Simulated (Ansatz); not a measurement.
**CH₇B₂NOSi: a ladder of functionals and wavefunction methods**

How much do the methods differ for CH₇B₂NOSi? The plan is to run it at one geometry with functionals of several rungs and with coupled cluster. The yardstick is the atomisation energy at the CCSD(T) limit.

Computed with Ansatz 0.2.0, Gaussian basis. Level: functionals in def2-TZVPP, the program's frozen cores in correlated methods.

Levels to be run: PBE-D4, r2SCAN-D4, PBE0-D4, B3LYP-D4, ωB97X-V, ωB97M-V, B2PLYP; CCSD(T)/def2-TZVPP; MP2/def2-QZVPP; extrapolation to the limit.

### Step 1. The relaxed structure

All runs share one geometry, relaxed beforehand with PBE0-D4 in a triple-zeta def2 set.

SMILES `BB[SiH](O)C=N`, 13 atoms, charge 0, spin multiplicity 1.

Atoms are counted from 1 here; the program's logs count them from 0.

Bond lengths: B1–B2 1.610 Å, B1–H7 1.201 Å, B1–H8 1.200 Å, B2–Si3 2.013 Å, B2–H9 1.200 Å, Si3–O4 1.643 Å, Si3–C5 1.898 Å, Si3–H10 1.496 Å, O4–H11 0.969 Å, C5–N6 1.270 Å, C5–H12 1.099 Å, N6–H13 1.021 Å. Angles: B2–B1–H7 121.2°, B2–B1–H8 122.5°, H7–B1–H8 116.2°, B1–B2–Si3 119.0°, B1–B2–H9 126.1°, Si3–B2–H9 114.9°, B2–Si3–O4 115.4°, B2–Si3–C5 111.7°, B2–Si3–H10 106.2°, O4–Si3–C5 103.7°, O4–Si3–H10 111.7°, C5–Si3–H10 108.0°, Si3–O4–H11 109.8°, Si3–C5–N6 114.5°, Si3–C5–H12 123.1°, N6–C5–H12 122.5°, C5–N6–H13 113.1°.

### Step 2. PBE-D4 (GGA)

Contents of in.yaml:

```yaml
crystal:
  periodic: [false, false, false]
  atoms:
    - {symbol: B, position_ang: [0.072707, -2.656465, 0.455227]}
    - {symbol: B, position_ang: [0.404263, -1.194968, 1.044737]}
    - {symbol: Si, position_ang: [0.689341, 0.331852, -0.235405]}
    - {symbol: O, position_ang: [0.305580, 0.019059, -1.802302]}
    - {symbol: C, position_ang: [-0.394052, 1.826735, 0.203369]}
    - {symbol: N, position_ang: [-1.152787, 2.220867, -0.736367]}
    - {symbol: H, position_ang: [-1.058884, -3.002177, 0.250111]}
    - {symbol: H, position_ang: [0.929966, -3.431921, 0.133249]}
    - {symbol: H, position_ang: [0.522411, -0.909812, 2.204094]}
    - {symbol: H, position_ang: [2.121290, 0.738095, -0.087082]}
    - {symbol: H, position_ang: [-0.329277, 0.677137, -2.121706]}
    - {symbol: H, position_ang: [-0.370034, 2.316417, 1.186701]}
    - {symbol: H, position_ang: [-1.720128, 3.030480, -0.479824]}
basis:
  gaussian: {orbitals: def2-TZVPP}
hamiltonian: {xc: pbe, dispersion: d4}
output: {forces: true, orbitals: {seedname: orbitals}}
```

The run is started by

```
$ ansatz run in.yaml --threads 4 --pin off --events-out ev --progress --plain --max-ram 10444MiB
```

After this run come: r2SCAN-D4 (meta-GGA); PBE0-D4 (hybrid); B3LYP-D4 (hybrid); ωB97X-V (range-separated); ωB97M-V (range-separated); B2PLYP (double hybrid); CCSD(T) in def2-TZVPP; MP2 in def2-QZVPP.

Q: Predict the results of all the runs planned. Wanted: atomisation energy, CCSD(T)/CBS; farthest; mean size of error, hybrid; mean size of error, range-separated; gap, smallest and largest; T1 diagnostic; triples share of the correlation energy.

The runs gave:

| quantity | value |
| --- | --- |
| atomisation energy, CCSD(T)/CBS | 48.677 eV |
| functionals within 0.243 eV (0.5 %) | B2PLYP |
| farthest | PBE-D4 (+1.306 eV) |
| mean size of error, hybrid | 0.386 eV |
| mean size of error, range-separated | 0.428 eV |
| gap, smallest and largest | 3.08 eV (PBE-D4), 9.80 eV (ωB97X-V) |
| T1 diagnostic | 0.0142 |
| triples share of the correlation energy | 3.9 % |

**Reading.** PBE-D4 is off by +1.306 eV. Double hybrids carry the basis error of their MP2 part in triple zeta, and no dispersion term here, so their miss is partly the set-up's. Misses under about 0.243 eV are within the doubt on the reference itself, which lacks core-valence correlation, relativity and higher excitations. Hartree-Fock recovers 73 % of the binding; the rest is correlation. The gap grows from 3.1 to 9.8 eV across the functionals, mostly with the share of exact exchange.
